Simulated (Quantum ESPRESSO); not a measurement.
This Quantum ESPRESSO 7.5 run on BeB needs a look.

Contents of pw.in:

```
&CONTROL
  calculation = 'scf'
  prefix = 'pwscf'
  outdir = './tmp'
  pseudo_dir = './pseudo'
  tprnfor = .true.
  tstress = .true.
  disk_io = 'low'
/
&SYSTEM
  ibrav = 0
  nat = 2
  ntyp = 2
  ecutwfc = 70
  nbnd = 9
  input_dft = 'vdw-df2'
  occupations = 'smearing'
  smearing = 'mp'
  degauss = 0.00734986
/
&ELECTRONS
  conv_thr = 4d-10
  electron_maxstep = 3
  mixing_beta = 0.5
/
ATOMIC_SPECIES
Be     9.0122 Be_ONCV_PBE-1.2.upf
B     10.8100 B_ONCV_PBE-1.2.upf
CELL_PARAMETERS angstrom
   1.3560420100    0.7829112200    2.1738357700
  -1.3560420100    0.7829112200    2.1738357700
   0.0000000000   -1.5658224400    2.1738357700
ATOMIC_POSITIONS crystal
Be     0.7556926600    0.7556926600    0.7556926600
B      0.0113060300    0.0113060300    0.0113060300
K_POINTS automatic
12 12 12 0 0 0
```

Potentials or basis: SG15 PBE 1.2.

The run is started by

```sh
$ OMP_NUM_THREADS=1 pw.x -in pw.in > pw.out
```

pw.out:

```text
This program is part of the open-source Quantum ESPRESSO suite
     for quantum simulation of materials; please cite
         "P. Giannozzi et al., J. Phys.:Condens. Matter 21 395502 (2009);
         "P. Giannozzi et al., J. Phys.:Condens. Matter 29 465901 (2017);
         "P. Giannozzi et al., J. Chem. Phys. 152 154105 (2020);
     in publications or presentations arising from this work. More details at

     IMPORTANT: XC functional enforced from input :
     Exchange-correlation= VDW-DF2
                           (   1   4  13   0   2   0   0)
     Any further DFT definition will be discarded
     Please, verify this is what you really want

     Message from routine setup:
     using ibrav=0 with symmetry is DISCOURAGED, use correct ibrav instead

     G-vector sticks info
     --------------------
     sticks:   dense  smooth     PW     G-vecs:    dense   smooth      PW
[... 97 lines left out ...]
     %                                                                      %
     %  * Unscreened and range-separated hybrid vdW-DF-cx functionals       %
     %    DOI: 10.1063/1.4986522 and 10.1088/1361-648X/ac2ad2               %
     %    use with input_dft = 'vdW-DF-cx0'    and 'vdW-DF-ahcx'            %
     %  * Unscreened and range-separated hybrid vdW-DF2-b86r functionals    %
     %    DOI: 10.1063/1.4986522 and DOI: 10.1103/PhysRevX.12.041003        %
     %    use with input_dft = 'vdW-DF2-br0' and 'vdW-DF2-ahbr'             %
     %                                                                      %
     %%%%%%%%%%%%%%%%%%%%%%%%%%%%%%%%%%%%%%%%%%%%%%%%%%%%%%%%%%%%%%%%%%%%%%%%

     Starting wfcs are random

     Self-consistent Calculation

     iteration #  1     ecut=    70.00 Ry     beta= 0.50
     Davidson diagonalization with overlap
     ethr =  1.00E-02,  avg # of iterations =  7.6

     Threshold (ethr) on eigenvalues was too large:
     Diagonalizing with lowered threshold

     Davidson diagonalization with overlap
     ethr =  6.42E-04,  avg # of iterations =  1.2

     total energy              =     -32.16920285 Ry
     estimated scf accuracy    <       0.04538153 Ry
[... 12 lines left out ...]
     total energy              =     -32.16981223 Ry
     estimated scf accuracy    <       0.00013640 Ry

     End of self-consistent calculation

     convergence NOT achieved after   3 iterations: stopping

=------------------------------------------------------------------------------=
   JOB DONE.
=------------------------------------------------------------------------------=
```

What happened, and what is wrong with the input?

The run did not converge. The input holds a flaw that was put in on purpose: too few SCF iterations.
